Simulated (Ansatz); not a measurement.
**C2H4BClO: small, medium and large basis sets**

The task here is to estimate one member of a computed series from the others.

Computed with Ansatz 0.2.0, Gaussian basis. Level: one geometry, several basis sets.

Plan: PBE0-D4/def2-SVP; ωB97M-V/def2-SVP; PBE0-D4/def2-QZVPP; ωB97M-V/def2-QZVPP; the functionals' def2-TZVPP values are taken from earlier runs.

## The geometry

An earlier PBE0-D4 in a triple-zeta def2 set relaxation fixed the geometry.

SMILES `ClB1CCO1`, 9 atoms, charge 0, spin multiplicity 1.

Atoms are counted from 1 here; the program's logs count them from 0.

Bond lengths: Cl1–B2 1.742 Å, B2–C3 1.572 Å, B2–O5 1.359 Å, C3–C4 1.533 Å, C3–H6 1.089 Å, C3–H7 1.089 Å, C4–O5 1.463 Å, C4–H8 1.091 Å, C4–H9 1.091 Å. Angles: Cl1–B2–C3 137.8°, Cl1–B2–O5 125.5°, C3–B2–O5 96.7°, B2–C3–C4 79.6°, B2–C3–H6 117.2°, B2–C3–H7 117.2°, C4–C3–H6 115.5°, C4–C3–H7 115.5°, H6–C3–H7 109.5°, C3–C4–O5 94.2°, C3–C4–H8 115.9°, C3–C4–H9 115.9°, O5–C4–H8 109.6°, O5–C4–H9 109.6°, H8–C4–H9 110.3°, B2–O5–C4 89.5°.

Set-up of the first run:

in.yaml reads:

```yaml
crystal:
  periodic: [false, false, false]
  atoms:
    - {symbol: Cl, position_ang: [-1.627888, 2.139278, 0.909619]}
    - {symbol: B, position_ang: [-0.734123, 0.794070, 0.257241]}
    - {symbol: C, position_ang: [0.659057, 0.101012, 0.483938]}
    - {symbol: C, position_ang: [0.091178, -0.777419, -0.637022]}
    - {symbol: O, position_ang: [-1.163489, -0.031808, -0.733578]}
    - {symbol: H, position_ang: [1.547981, 0.674767, 0.224367]}
    - {symbol: H, position_ang: [0.815455, -0.400651, 1.438208]}
    - {symbol: H, position_ang: [0.618543, -0.731867, -1.590500]}
    - {symbol: H, position_ang: [-0.118314, -1.813682, -0.369472]}
basis:
  gaussian: {orbitals: def2-SVP}
hamiltonian: {xc: pbe0, dispersion: d4}
output: {orbitals: {seedname: orbitals}}
```

Command:

```
ansatz run in.yaml --threads 2 --pin off --events-out ev --progress --plain --max-ram 4352MiB
```

Among the steps run: PBE0-D4 in def2-SVP; ωB97M-V in def2-SVP; PBE0-D4 in def2-QZVPP; ωB97M-V in def2-QZVPP.

One of the session's tables, all rows but one given; the rest of the session is left out.

It belongs to the step «Functionals by basis». 

```
functional       basis  HOMO (eV)  LUMO (eV)
   PBE0-D4    def2-SVP      -8.53       0.24
   PBE0-D4  def2-TZVPP      -8.64      -0.02
   PBE0-D4  def2-QZVPP      -8.67      -0.08
   ωB97M-V    def2-SVP          ?          ?
   ωB97M-V  def2-TZVPP     -10.92       2.09
   ωB97M-V  def2-QZVPP     -10.94       1.65
```

**Question.** Estimate the row for ωB97M-V, def2-SVP.

As computed: HOMO (eV): -10.79; LUMO (eV): 2.41. In the column «HOMO (eV)» it lies between ωB97M-V, def2-TZVPP (-10.92) and PBE0-D4, def2-QZVPP (-8.67).
